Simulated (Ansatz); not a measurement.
# C2HClFIn (SMILES C#[C][In]([F])[Cl]): wB97M-V/def2-SVP (core potential)

Aim: the energy change on altering one bond length of C2HClFIn at wB97M-V/def2-SVP (core potential), from 2 runs. 

The calculation is run with Ansatz 0.2.0.

117 further runs of the same task are left out: 1 that didn't finish, 116 set aside as unsound or not needed.

## 1. Starting point

C2HClFIn has 6 atoms, charge 0, and is taken as a singlet. SMILES: `C#[C][In]([F])[Cl]`. The shape is that of a PBE0-D4/def2-TZVP optimisation.

Bond lengths: C1–C2 1.206 Å, C2–In3 2.048 Å, In3–F4 1.933 Å, In3–Cl5 2.293 Å, C1–H6 1.067 Å. Angles: C1–C2–In3 179.4°, C2–In3–F4 120.7°, C2–In3–Cl5 127.6°, F4–In3–Cl5 111.7°, C2–C1–H6 179.8°.

## 2. The energy at wB97M-V/def2-SVP (core potential)

in.yaml reads:

```yaml
crystal:
  periodic: [false, false, false]
  atoms:
    - symbol: C
      position_ang: [1.088300, 0.340300, 1.700800]
    - symbol: C
      position_ang: [0.438900, 0.120100, 0.708700]
    - symbol: In
      position_ang: [-0.655800, -0.235700, -0.984700]
    - symbol: F
      position_ang: [-1.773600, -1.806600, -1.123700]
    - symbol: Cl
      position_ang: [-0.759200, 1.049500, -2.880900]
    - symbol: H
      position_ang: [1.661500, 0.532400, 2.579900]
basis:
  gaussian:
    orbitals: def2-SVP
hamiltonian:
  xc: {name: wB97M-V}
accuracy: high
output: {orbitals: {seedname: orbitals}}
```

On the command line:

```console
ansatz run in.yaml --threads 1 --pin off --max-ram 3480MiB --events-out events.jsonl --progress --plain --runs-dir runs
```

What it wrote:

```text
Warning: RAYON_NUM_THREADS=1 ignored (pool sized by the plan → 1); use --threads N
Functional definition: wB97M-V
  name "wB97M-V"
  parameter omega = 0.3/bohr
  parameter cx = 0.15
  parameter cx01 = 1.007
  parameter cx10 = 0.259
  parameter css00 = 0.443
  parameter css04 = -1.437
  parameter css10 = -4.535
  parameter css20 = -3.390
  parameter css43 = 4.278
  parameter cos00 = 1.000
  parameter cos10 = 1.358
  parameter cos20 = 2.924
  parameter cos21 = -8.812
  parameter cos60 = -1.390
  parameter cos61 = 9.142
  parameter b = 6.0
  parameter c = 0.01
  gx(w, u) = 1 - cx + cx01*u + cx10*w
  gss(w, u) = css00 + css04*u^4 + css10*w + css20*w^2 + css43*w^4*u^3
  gos(w, u) = cos00 + cos10*w + (cos20 + cos21*u)*w^2 + (cos60 + cos61*u)*w^6
  exchange = spin_sum(e_x_unif_sr(omega)*gx(b97_w, b97_u_x)) + cx*exact_x_sr(omega) + exact_x_lr(omega)
  correlation = spin_sum(e_c_pw_mod_same_spin*gss(b97_w, b97_u_same))
      + integral(e_c_pw_mod_opposite_spin*gos(b97_w_opposite, b97_u_opposite)) + vv10(b, c)
1941 factors; integrals over basis functions are off by at most 3.4e-9 eV
389 factors; integrals over basis functions are off by at most 1.4e-9 eV
mean field evaluation 1: about -22487.6948 eV, gradient 4.6e1 eV
mean field evaluation 2: about -22487.7365 eV, gradient 5.4e1 eV
mean field evaluation 4: about -22492.3691 eV, gradient 1.5e0 eV
mean field evaluation 8: about -22492.4578 eV, gradient 2.5e-1 eV
mean field evaluation 16: about -22492.4580 eV, gradient 1.6e-4 eV
mean field -22492.45799905 eV, -826.5825855294 hartree, gradient 1.8e-8 eV, S^2 0.000000; 0 other end points of the search recorded, 0 dependent functions left out
reference -22492.45800485 eV, -826.5825857427 hartree; 30, 30 occupied and 61, 61 virtual orbitals, 1941 factors
Total energy: -22492.45800485 eV, -826.5825857427 hartree
```

Run time: 86 s. Hardware: 1 thread of Arm Neoverse V2, shared host; peak memory 0.64 GiB.

## 3. The distorted shape at the same level

input.yaml reads:

```yaml
crystal:
  periodic: [false, false, false]
  atoms:
    - {symbol: C, position_ang: [1.119318, -0.045235, 2.269623]}
    - {symbol: C, position_ang: [0.469918, -0.265435, 1.277523]}
    - {symbol: In, position_ang: [-0.624782, -0.621235, -0.415877]}
    - {symbol: F, position_ang: [-1.742582, -2.192135, -0.554877]}
    - {symbol: Cl, position_ang: [-0.759200, 1.049500, -2.880900]}
    - {symbol: H, position_ang: [1.692518, 0.146865, 3.148723]}
basis:
  gaussian:
    orbitals: def2-SVP
hamiltonian:
  xc: {name: wB97M-V}
accuracy: high
output:
  orbitals: {seedname: orbitals}
```

On the command line:

```console
ansatz run input.yaml --threads 1 --pin off --max-ram 3480MiB --events-out events.jsonl --progress --plain --runs-dir runs
```

What it wrote, shortened:

```text
Warning: RAYON_NUM_THREADS=1 ignored (pool sized by the plan → 1); use --threads N
[... 2 set-up lines as earlier in the session ...]
[...]
  gx(w, u) = 1 - cx + cx01*u + cx10*w
  gss(w, u) = css00 + css04*u^4 + css10*w + css20*w^2 + css43*w^4*u^3
  gos(w, u) = cos00 + cos10*w + (cos20 + cos21*u)*w^2 + (cos60 + cos61*u)*w^6
[...]
      + integral(e_c_pw_mod_opposite_spin*gos(b97_w_opposite, b97_u_opposite)) + vv10(b, c)
1913 factors; integrals over basis functions are off by at most 1.5e-8 eV
394 factors; integrals over basis functions are off by at most 1.6e-9 eV
[...]
mean field -22490.86914318 eV, -826.5241961533 hartree, gradient 5.4e-8 eV, S^2 0.000000; 0 other end points of the search recorded, 0 dependent functions left out
reference -22490.86914887 eV, -826.5241963624 hartree; 30, 30 occupied and 61, 61 virtual orbitals, 1913 factors
Total energy: -22490.86914887 eV, -826.5241963624 hartree
```

Run time: 92 s. Hardware: 1 thread of Arm Neoverse V2, shared host; peak memory 0.63 GiB.

## 4. Outcome

At wB97M-V/def2-SVP (core potential):

| quantity | value |
| --- | --- |
| first shape: total energy | -826.58259 Eh |
| first shape: HOMO energy | -11.15 eV |
| first shape: LUMO energy | -0.12 eV |
| first shape: HOMO–LUMO gap | 11.03 eV |
| distorted shape: total energy | -826.52420 Eh |
| distorted shape: HOMO energy | -9.96 eV |
| distorted shape: LUMO energy | -1.68 eV |
| distorted shape: HOMO–LUMO gap | 8.27 eV |
| energy change with the In3–Cl5 bond stretched from 2.293 to 2.981 Å | 1.589 eV |

What this shows: With the In3–Cl5 bond stretched from 2.293 to 2.981 Å the energy rises by 1.59 eV (153 kJ/mol). The first shape isn't relaxed at this level, so the change isn't measured from a minimum.
